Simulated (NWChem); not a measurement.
**One shape, several levels: triplet GaSiH4F**

Wanted: a comparison of 3 runs (UB3LYP/6-31G*, UB3LYP/def2-SVP, UMP2/def2-SVP) of triplet GaSiH4F. 

The results are computed with NWChem 7.3.0.

44 further runs of the same task are left out: 1 that didn't finish, 43 set aside as unsound or not needed. Runs told in other sessions of the task aren't counted.

## (1) The molecule

The species is GaSiH4F (7 atoms), meant as a triplet with charge 0. SMILES of the parent species: `[F][GaH][SiH3]`. The coordinates come from a PBE0-D4/def2-TZVP relaxation. That shape belongs to the parent species and isn't relaxed for this state.

Bond lengths: F1–Ga2 1.766 Å, Ga2–Si3 2.406 Å, Ga2–H4 1.565 Å, Si3–H5 1.487 Å, Si3–H6 1.487 Å, Si3–H7 1.487 Å. Angles: F1–Ga2–Si3 112.7°, F1–Ga2–H4 112.3°, Si3–Ga2–H4 135.0°, Ga2–Si3–H5 109.4°, Ga2–Si3–H6 111.2°, Ga2–Si3–H7 109.6°, H5–Si3–H6 108.8°, H5–Si3–H7 108.9°, H6–Si3–H7 108.9°.

## (2) A single-point energy at UB3LYP/6-31G(d) (spherical functions) (run 1)

input.nw

```
start input
title "FGaH4Si"
memory total 2200 mb
charge 0
geometry units au noautosym nocenter noautoz
  F      0.43766057    -4.06687959     2.53639040
  Ga     0.03609377    -0.75589045     2.41752663
  Si    -0.05612487     0.85188854    -1.83454612
  H     -0.18311446     0.44484153     5.11114225
  H     -2.26030142    -0.23753857    -3.19666071
  H     -0.27287645     3.65359649    -1.85760078
  H      2.29866286     0.10979309    -3.17625167
end
basis spherical bse
  * library 6-31G*
end
dft
  xc b3lyp
  mult 3
  grid xfine
  convergence energy 1e-08
  maxiter 100
  mulliken
end
task dft energy
```

Started as:

```console
$ nwchem input.nw > input.out
```

Log:

```text
[...]
          Wavefunction type:  spin polarized.
          No. of atoms     :     7
          No. of electrons :    58
[...]
          Charge           :     0
          Spin multiplicity:     3
[...]
          AO basis - number of functions:    72
[...]
              XC Information
              --------------
                         B3LYP Method XC Potential
                     Hartree-Fock (Exact) Exchange  0.200
                        Slater Exchange Functional  0.800 local
                    Becke 1988 Exchange Functional  0.720 non-local
              Lee-Yang-Parr Correlation Functional  0.810
                  VWN I RPA Correlation Functional  0.190 local
[...]
 d= 0,ls=0.0,diis     1  -2316.1163760629 -2.56D+03  1.69D-02  1.87D-01     5.9
[...]
 d= 0,ls=0.0,diis    13  -2316.2356490446 -9.19D-10  2.26D-07  4.52D-11    64.5
[...]
         Total DFT energy =    -2316.235649044624
      One electron energy =    -3718.064073669050
           Coulomb energy =     1262.754012532586
    Exchange-Corr. energy =     -107.922766682780
 Nuclear repulsion energy =      246.997178774620
[...]
      Total Density - Mulliken Population Analysis
     ---------------------------------------------
    Atom       Charge   Shell Charges
 -----------   ------   -------------------------------------------------------
    1 F    9     9.38   2.00  0.93  3.28  1.04  2.12  0.01
    2 Ga  31    31.10   2.00  2.00  6.00  2.00  5.99  1.14  1.53  0.04  0.27  6.80  2.93  0.38
    3 Si  14    13.59   2.00  2.00  5.96  1.07  1.86  0.19  0.37  0.14
    4 H    1     0.85   0.44  0.40
    5 H    1     1.03   0.50  0.53
    6 H    1     1.03   0.50  0.53
    7 H    1     1.03   0.50  0.53
[...]
      <S2> =      2.0042 (Exact =     2.0000)
[...]
```

It took 65 s on 1 thread of Intel Xeon Platinum 8259CL at 2.50GHz (Skylake/Cascade Lake), shared host; peak memory 0.14 GiB.

## (3) A single-point energy at UB3LYP/def2-SVP (run 2)

run.py

```python
from ase import Atoms
from ase.calculators.nwchem import NWChem

atoms = Atoms(['F', 'Ga', 'Si', 'H', 'H', 'H', 'H'], positions=[
    [0.231600, -2.152100, 1.342200],
    [0.019100, -0.400000, 1.279300],
    [-0.029700, 0.450800, -0.970800],
    [-0.096900, 0.235400, 2.704700],
    [-1.196100, -0.125700, -1.691600],
    [-0.144400, 1.933400, -0.983000],
    [1.216400, 0.058100, -1.680800],
])

calc = NWChem(
    label='fgah4si',
    theory='dft',
    memory='2200 mb',
    basis='def2-SVP',
    basispar='spherical bse',
    dft={'xc': 'b3lyp', 'mult': '3', 'grid': 'xfine', 'convergence': 'energy 1e-08', 'iterations': '100', 'mulliken': None},
    task='energy',
)
atoms.calc = calc

print(f"energy = {atoms.get_potential_energy():.6f} eV")
```

Started as:

```console
$ export ASE_NWCHEM_COMMAND="nwchem PREFIX.nwi > PREFIX.nwo"
$ python run.py
```

Log:

```text
energy = -63024.905542 eV
```

The calculator wrote fgah4si.nwi:

```
title "fgah4si"

permanent_dir fgah4si

scratch_dir fgah4si

start fgah4si

geometry units angstrom nocenter noautosym noautoz
  F  2.3160000000000000e-01 -2.1520999999999999e+00 1.3422000000000001e+00
  Ga 1.9099999999999999e-02 -4.0000000000000002e-01 1.2793000000000001e+00
  Si -2.9700000000000001e-02 4.5079999999999998e-01 -9.7080000000000000e-01
  H  -9.6900000000000000e-02 2.3540000000000000e-01 2.7046999999999999e+00
  H  -1.1960999999999999e+00 -1.2570000000000001e-01 -1.6916000000000000e+00
  H  -1.4440000000000000e-01 1.9334000000000000e+00 -9.8299999999999998e-01
  H  1.2163999999999999e+00 5.8099999999999999e-02 -1.6808000000000001e+00
end

memory 2200 mb

basis spherical bse noprint
   * library def2-SVP
end

dft
  xc b3lyp
  mult 3
  grid xfine
  convergence energy 1e-08
  iterations 100
  mulliken
end

task dft energy
```

fgah4si.nwo:

```text
Northwest Computational Chemistry Package (NWChem) 7.3.0
             --------------------------------------------------------

           Job information
           ---------------

    nwchem branch   = 7.3.0
    use scalapack   = T
    input           = fgah4si.nwi
    prefix          = fgah4si.
    data base       = fgah4si/fgah4si.db
    status          = startup
    nproc           =        1

           Memory information
           ------------------

    heap     =     72089596 doubles =      550.0 Mbytes
    stack    =     72089601 doubles =      550.0 Mbytes
    global   =    144179200 doubles =     1100.0 Mbytes (distinct from heap & stack)
    total    =    288358397 doubles =     2200.0 Mbytes
    verify   = yes
    hardfail = no

           Directory information
           ---------------------

  0 permanent = fgah4si
  0 scratch   = fgah4si

                                NWChem Input Module
                                -------------------

                                      fgah4si
                                      -------

[... 28 lines left out ...]
            Nuclear Dipole moment (a.u.)
[... 68 lines left out ...]
  convergence criterion.
[... 16 lines left out ...]
          Convergence on density requested:  1.00D-05
[... 24 lines left out ...]
          Spatial weights used:  Erf1
[... 3 lines left out ...]
          Convergence aids based upon iterative change in
[... 100 lines left out ...]
         Total DFT energy =    -2316.122577714260
[... 1 line left out ...]
           Coulomb energy =     1263.088969508710
[... 1 line left out ...]
 Nuclear repulsion energy =      246.997196435687
[... 607 lines left out ...]
                     DFT Final Beta Molecular Orbital Analysis
[... 685 lines left out ...]
   alpha     71     72     73     74     75     76     77     78     79     80
    beta     71     72     73     74     75     76     77     78     79     80
 overlap   0.996  1.000  1.000  0.999  0.999  0.999  0.999  0.999  1.000  0.997

   alpha     81     82     83     84
    beta     81     82     83     84
 overlap   0.999  0.997  0.999  1.000

     --------------------------
     Expectation value of S2:
     --------------------------
      <S2> =      2.0043 (Exact =     2.0000)

 center of mass
 --------------
 x =   0.07347093 y =  -0.84655645 z =   1.33698991

 moments of inertia (a.u.)
 ------------------
         756.780317004523          29.865571241522         -17.694972026314
          29.865571241522         468.852155388167         234.039977697280
         -17.694972026314         234.039977697280         315.433329459659

     Multipole analysis of the density
     ---------------------------------

     L   x y z        total         alpha         beta         nuclear
     -   - - -        -----         -----         ----         -------
     0   0 0 0     -0.000000    -30.000000    -28.000000     58.000000

     1   1 0 0     -0.116648     -1.986474     -1.984648      3.854474
[... 8 lines of this table left out ...]
     2   0 0 2    -26.529403   -190.199080   -172.406749    336.076426

 Task  times  cpu:       59.9s     wall:       59.9s
 Total times  cpu:       60.0s     wall:       60.0s
```

It took 61 s on 1 thread of Intel Xeon Platinum 8259CL at 2.50GHz (Skylake/Cascade Lake), shared host; peak memory 0.14 GiB.

## (4) The energy at UMP2/def2-SVP (run 3)

geom.nw

```
start geom
memory stack 880 mb heap 220 mb global 1100 mb

geometry noautosym nocenter noautoz
 F      0.231600    -2.152100     1.342200
 Ga     0.019100    -0.400000     1.279300
 Si    -0.029700     0.450800    -0.970800
 H     -0.096900     0.235400     2.704700
 H     -1.196100    -0.125700    -1.691600
 H     -0.144400     1.933400    -0.983000
 H      1.216400     0.058100    -1.680800
end

basis spherical bse
 F library def2-SVP
 Ga library def2-SVP
 Si library def2-SVP
 H library def2-SVP
end

scf
 triplet
 uhf
 thresh 1e-08
 maxiter 80
end

mp2
 freeze core 15
 tight
end

task mp2 energy
```

Started as:

```console
$ nwchem geom.nw > geom.out
```

Log:

```text
[...]
  functions       =    84
[...]
  wavefunction    = UHF
[...]
         Total SCF energy =  -2313.401704305277
      One electron energy =  -3719.224230592454
      Two electron energy =   1158.825329851490
 Nuclear repulsion energy =    246.997196435687
                       Sz =      1.0000
                 Sz(Sz+1) =      2.0000
                      S^2 =      2.0071
[...]
          Total MP2 energy         -2313.895252744040
[...]
```

It took 43 s on 1 thread of Intel Xeon Platinum 8259CL at 2.50GHz (Skylake/Cascade Lake), shared host; peak memory 0.2 GiB.

## (5) All runs side by side

```tsv
run	level	integration grid	iteration cap	energy (Eh)	dipole moment (D) of the reference	HOMO energy (eV)	⟨S²⟩	wall time
1	UB3LYP/6-31G* (spherical functions)	xfine	100	-2316.235649	3.25	-3.62	2.004	65 s
2	UB3LYP/def2-SVP	xfine	100	-2316.122578	3.18	-3.72	2.004	61 s
3	UMP2/def2-SVP	–	80	-2313.895253	–	-6.11	2.007	43 s
```

## (6) What came out

| quantity | value |
| --- | --- |
| run 3: total energy | -2313.89525 Eh |
| run 3: HOMO energy (Hartree–Fock orbitals) (highest over α and β) | -6.11 eV |
| run 3: LUMO energy (Hartree–Fock orbitals) (lowest over α and β) | -2.69 eV |
| run 3: correlation energy (15 core orbitals frozen) | -493.5 mEh |
| run 3: ⟨S²⟩ of the reference determinant | 2.007 |

All runs together took 2.8 min, the longest 65 s.
